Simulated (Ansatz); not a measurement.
**C₂H₆F₂Sn: a ladder of functionals and wavefunction methods**

An exercise on one series of results from a longer session: the logs are not shown, and one member is left open.

Method: functionals in def2-TZVPP, the program's frozen cores in correlated methods; program: Ansatz 0.2.0, Gaussian basis.

Plan: LDA (SPW92), PBE-D4, revPBE-D4, BLYP-D4, r2SCAN-D4, B97M-V, PBE0-D4, B3LYP-D4, r2SCANh-D4, r2SCAN0-D4, HSE06-D4, BHLYP-D4, CAM-B3LYP-D4, LC-ωPBE, ωB97X-V, ωB97M-V, B2PLYP, PBE-QIDH; CCSD(T)/def2-SVP; CCSD(T)/def2-TZVPP; MP2/def2-QZVPP; extrapolation to the limit; RPA on PBE.

### The relaxed structure

The geometry comes from an earlier relaxation with PBE0-D4 in a triple-zeta def2 set; it is a stationary point, not always the lowest conformer. Sn takes the def2 core potential; no spin-orbit term is included.

SMILES `C[CH2][SnH]([F])[F]`, 11 atoms, charge 0, spin multiplicity 1.

Atoms are counted from 1 here; the program's logs count them from 0.

Bond lengths: C1–C2 1.523 Å, C1–H6 1.092 Å, C1–H7 1.093 Å, C1–H8 1.092 Å, C2–Sn3 2.125 Å, C2–H9 1.092 Å, C2–H10 1.092 Å, Sn3–F4 1.919 Å, Sn3–F5 1.919 Å, Sn3–H11 1.699 Å. Angles: C2–C1–H6 111.6°, C2–C1–H7 110.4°, C2–C1–H8 111.6°, H6–C1–H7 107.7°, H6–C1–H8 107.7°, H7–C1–H8 107.7°, C1–C2–Sn3 111.2°, C1–C2–H9 111.9°, C1–C2–H10 111.9°, Sn3–C2–H9 107.1°, Sn3–C2–H10 107.1°, H9–C2–H10 107.4°, C2–Sn3–F4 105.9°, C2–Sn3–F5 106.0°, C2–Sn3–H11 127.7°, F4–Sn3–F5 102.6°, F4–Sn3–H11 106.0°, F5–Sn3–H11 106.0°.

The first run:

The input, in.yaml:

```yaml
crystal:
  periodic: [false, false, false]
  atoms:
    - {symbol: C, position_ang: [-1.418605, 0.346049, 0.127903]}
    - {symbol: C, position_ang: [-0.418330, -0.772153, -0.133204]}
    - {symbol: Sn, position_ang: [1.578511, -0.047848, -0.068844]}
    - {symbol: F, position_ang: [1.649064, 1.414054, -1.310276]}
    - {symbol: F, position_ang: [1.765889, 0.832443, 1.626214]}
    - {symbol: H, position_ang: [-1.336475, 1.139689, -0.617039]}
    - {symbol: H, position_ang: [-2.440447, -0.040680, 0.091529]}
    - {symbol: H, position_ang: [-1.268367, 0.797239, 1.110452]}
    - {symbol: H, position_ang: [-0.494983, -1.569115, 0.610083]}
    - {symbol: H, position_ang: [-0.563296, -1.227165, -1.115774]}
    - {symbol: H, position_ang: [3.012541, -0.929511, -0.300444]}
basis:
  gaussian: {orbitals: def2-TZVPP}
hamiltonian: {xc: lda}
output: {orbitals: {seedname: orbitals}}
```

Launch:

```sh
$ ansatz run in.yaml --threads 2 --pin off --events-out ev --progress --plain --max-ram 32768MiB --backend cpu
```

Steps of the session up to this table: LDA; PBE-D4 (GGA); revPBE-D4 (GGA); BLYP-D4 (GGA); r2SCAN-D4 (meta-GGA); B97M-V (meta-GGA); PBE0-D4 (hybrid); B3LYP-D4 (hybrid); r2SCANh-D4 (hybrid); r2SCAN0-D4 (hybrid); HSE06-D4 (hybrid); BHLYP-D4 (hybrid); CAM-B3LYP-D4 (range-separated); LC-ωPBE (range-separated); ωB97X-V (range-separated); ωB97M-V (range-separated); B2PLYP (double hybrid); PBE-QIDH (double hybrid).

One of the session's tables, all rows but one given; the rest of the session is left out.

It belongs to the step «Orbital energies across the functionals». 

```
  functional  HOMO (eV)  gap (eV)
 LDA (SPW92)      -7.49      5.63
      PBE-D4          ?         ?
   revPBE-D4      -7.29      5.82
     BLYP-D4      -7.25      5.67
   r2SCAN-D4      -7.64      6.37
      B97M-V      -7.71      6.33
     PBE0-D4      -8.65      8.05
    B3LYP-D4      -8.46      7.49
  r2SCANh-D4      -8.12      7.21
  r2SCAN0-D4      -8.84      8.44
    HSE06-D4      -8.25      7.28
    BHLYP-D4      -9.84     10.16
CAM-B3LYP-D4      -9.99     10.36
     LC-ωPBE     -11.28     12.98
     ωB97X-V     -10.94     12.48
     ωB97M-V     -10.81     12.04
```

**Question.** Estimate the row for PBE-D4.

The run gave: HOMO (eV): -7.35; gap (eV): 5.76. In the column «HOMO (eV)» it lies between LDA (SPW92) (-7.49) and revPBE-D4 (-7.29).
